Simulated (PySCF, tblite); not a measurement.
# C₆H₇BF₂: geometry, infrared bands and NMR shifts

What infrared bands and NMR shifts should C₆H₇BF₂ (`C=C1CC/C1=C/B(F)F`) show?

Computed with tblite 0.8.0 and PySCF 2.14.0, with density-fitted response routines of our own, on a single molecule in the gas phase. Atoms are numbered from 0 throughout.

### Step 1. The molecule as given

16 atoms, charge 0, multiplicity 1; geometry from: force field or distance geometry start.

Bonds of the start (Å): C0–C1 1.32, C1–C2 1.49, C2–C3 1.44, C3–C4 1.48, C4–C5 1.33, C5–B6 1.57, B6–F7 1.45, B6–F8 1.44, C4–C1 1.54, C0–H9 1.07, C0–H10 1.09, C2–H11 1.12, C2–H12 1.12, C3–H13 1.11, C3–H14 1.12, C5–H15 1.08.

### Step 2. Relaxing the molecule with GFN2-xTB

Job settings and geometry (Å):

```
{"job": {"kind": "relax", "xc": "GFN2-xTB", "basis": "xTB"}, "charge": 0, "multiplicity": 1}
C     -0.570300     1.907200    -0.644200
C     -0.714400     0.680300    -0.181700
C     -1.853400    -0.118000     0.339400
C     -1.032600    -1.285800     0.488500
C      0.178300    -0.556500     0.052000
C      1.452700    -0.910200    -0.093400
B      2.609400     0.070600    -0.507200
F      3.928300    -0.474800    -0.748700
F      2.494100     1.484700    -0.282600
H      0.360000     2.268800    -1.016200
H     -1.443200     2.561600    -0.683900
H     -2.245900     0.283800     1.303100
H     -2.655400    -0.239100    -0.428700
H     -1.295000    -2.114100    -0.208000
H     -0.946700    -1.612800     1.557900
H      1.726600    -1.936900     0.119400
```

Launch:

```bash
> OMP_NUM_THREADS=1 python probes_run.py task.json out
```

This one command runs all jobs of the session in turn.

**Question.** This job is followed by: GFN2-xTB harmonic vibrations, gas phase; GIAO PBE0/pcSseg-1 NMR shielding, non-relativistic, gas phase. What will the session give for the following? strongest single infrared mode (GFN2-xTB); zero-point energy (GFN2-xTB); 13C shifts against TMS (PBE0/pcSseg-1); 1H shifts against TMS (PBE0/pcSseg-1, means over atoms taken as alike); 11B shifts against BF3·OEt2 (PBE0/pcSseg-1); 19F shifts against CFCl3 (PBE0/pcSseg-1, means over atoms taken as alike); surface potential, 1st and 99th percentile.

The runs gave:

| quantity | value |
| --- | --- |
| strongest single infrared mode (GFN2-xTB) | 1330 cm⁻¹, 310 km/mol |
| zero-point energy (GFN2-xTB) | 73.5 kcal/mol |
| 13C shifts against TMS (PBE0/pcSseg-1) | 181.5, 153.6, 126.4, 113.2, 32.0, 27.8 ppm |
| 1H shifts against TMS (PBE0/pcSseg-1, means over atoms taken as alike) | 6.69, 5.70, 5.41, 2.76, 2.72 ppm |
| 11B shifts against BF3·OEt2 (PBE0/pcSseg-1) | 22.8 ppm |
| 19F shifts against CFCl3 (PBE0/pcSseg-1, means over atoms taken as alike) | -84.1 ppm |
| surface potential, 1st and 99th percentile | -0.96 V and 1.16 V |

Over 78 steps the energy fell by 0.995 eV; of the close pairs, B6–F7 changed most, 1.448 to 1.326 Å. All 42 modes are real, so the xTB geometry is a minimum. The strongest single mode, at 1330 cm⁻¹, is spread over several atoms, H15, B6, C5, C4 among them. GFN2-xTB is a fitted tight-binding method: band positions and strengths are rough. Its intensities can rank the bands wrongly. By nearest atom (PBE0/pcSseg-1), the HOMO sits on C0, C5 about 26 % each; C1 15 % and the LUMO on C0, C4 about 19 % each; C5 15 %.
